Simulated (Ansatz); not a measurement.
# NiPt: the cost of one run

Method: DFT LDA, with the methods named in each step, in Ansatz 0.2.0.

## (1) The system as given

It takes space group P4/mmm (No. 123, tetragonal). Conventional cell: a = 2.710 Å, b = 2.710 Å, c = 3.578 Å, α = 90.00°, β = 90.00°, γ = 90.00°. Ni (site symmetry 4/mmm) has 8 Pt at 2.62 Å and 4 Ni at 2.71 Å as nearest neighbours. Pt (site symmetry 4/mmm) is surrounded by 8 Ni at 2.62 Å and 4 Pt at 2.71 Å.

Coordinates:

```cif
data_structure
_symmetry_space_group_name_H-M 'P 1'
_symmetry_Int_Tables_number 1
_cell_length_a 2.7099
_cell_length_b 2.7099
_cell_length_c 7.1566
_cell_angle_alpha 90.000
_cell_angle_beta 90.000
_cell_angle_gamma 90.000
_cell_volume 52.56
loop_
_atom_site_label
_atom_site_type_symbol
_atom_site_fract_x
_atom_site_fract_y
_atom_site_fract_z
_atom_site_occupancy
Ni1 Ni 0.50000 0.50000 0.25000 1
Ni2 Ni 0.50000 0.50000 0.75000 1
Pt1 Pt 0.00000 0.00000 0.00000 1
Pt2 Pt 0.00000 0.00000 0.50000 1
```

In patterns such as +-, the signs follow the magnetic atoms in the order of the input.

Atoms are numbered in the order of the input: Ni1, Ni2, Pt3, Pt4.

## (2) Parallel moments, PAW

The input, input.yaml:

```yaml
crystal:
  lattice:
    - [2.7099397941, 0.0, 0.0]
    - [0.0, 2.7099397941, 0.0]
    - [0.0, 0.0, 7.15664]
  atoms:
    - { symbol: Ni, position: [0.5, 0.5, 0.25], spin: 1.5 }
    - { symbol: Ni, position: [0.5, 0.5, 0.75], spin: 1.5 }
    - { symbol: Pt, position: [0.0, 0.0, 0.0], spin: 0.6 }
    - { symbol: Pt, position: [0.0, 0.0, 0.5], spin: 0.6 }
magnetization:
  spin_polarized: true
kpoints:
  mp_grid: { grid: [10, 10, 4] }
scf:
  occupations: { method: fermi_dirac, width: 0.1 }
  lower_state_search: "off"
hamiltonian:
  xc: lda
  pseudopotentials: { kind: paw }
output:
  forces: true
  stress: true
  eigenvalues: true
  populations: true
```

Launch:

```console
> ansatz run input.yaml --threads 2 --pin off --max-ram 6144MiB --backend cpu --events-out ev --progress --plain --runs-dir out
```

Q: Estimate wall time and peak memory on 2 threads of AMD EPYC 7B13 (Zen 3), shared host.

About 12 s, with a peak of 0.54 GiB.
